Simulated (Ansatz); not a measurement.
# MgS, space group P6_3mc: an SCF with error handling

Program: Ansatz's Python interface.

Script `mgs.py`:
```python
import logging
import sys

import ansatz as az

logging.basicConfig(stream=sys.stdout, format="[%(levelname)s] %(message)s")
log = logging.getLogger("run")
log.setLevel(logging.INFO)

structure = (
    az.Lattice.from_parameters(4.034622, 4.034622, 6.432294, alpha=90.0, beta=90.0, gamma=120.0)
    .atom("Mg", [2 / 3, 1 / 3, 0.49575485])
    .atom("Mg", [1 / 3, 2 / 3, 0.99575485])
    .atom("S", [1 / 3, 2 / 3, 0.37924415])
    .atom("S", [2 / 3, 1 / 3, 0.87924415])
)

model = structure.calculation()
model = model.occupations("Fixed").kpoints(6, 6, 4)
model = model.functional("pbesol")

token = az.CancelToken()


def watch(event):
    if event["event"] == "scf_iter":
        row = event["data"]
        log.info(f"iteration {row['iter']:2d}  Harris-Foulkes {row['harris_foulkes_ev']:.5f} eV  residual {row['dr2_ev']:.2e} eV")
        if row["dr2_ev"] < 1e-4:
            token.cancel()


try:
    model.session().plan().execute(on_event=watch, cancel=token)
    log.info("finished before the stop was seen")
except az.CancelledError:
    log.info("stopped by the token")
```

```console
$ python mgs.py
DeckWarning: basis.ecutwfc = 420 eV, auto-derived from the records' recommended cutoffs: set by Mg (normal level)
[INFO] iteration  1  Harris-Foulkes -5599.56844 eV  residual 1.44e-02 eV
[INFO] iteration  2  Harris-Foulkes -5599.56113 eV  residual 3.45e-03 eV
[INFO] iteration  3  Harris-Foulkes -5599.56036 eV  residual 1.05e-04 eV
[INFO] iteration  4  Harris-Foulkes -5599.56038 eV  residual 2.96e-05 eV
[INFO] stopped by the token
```
(Warnings from the package without file and line.)

Caveats:
- Absolute energies stand on the zero of these potentials, so only differences at equal settings mean something. A total without «per atom» is that of the cell as typed.
- The structure comes from a database of computed cells and needn't be a stable or known phase.
- Run time: 2.1 s on 1 thread of Arm Neoverse V1, on a shared host, peak memory 0.35 GiB.
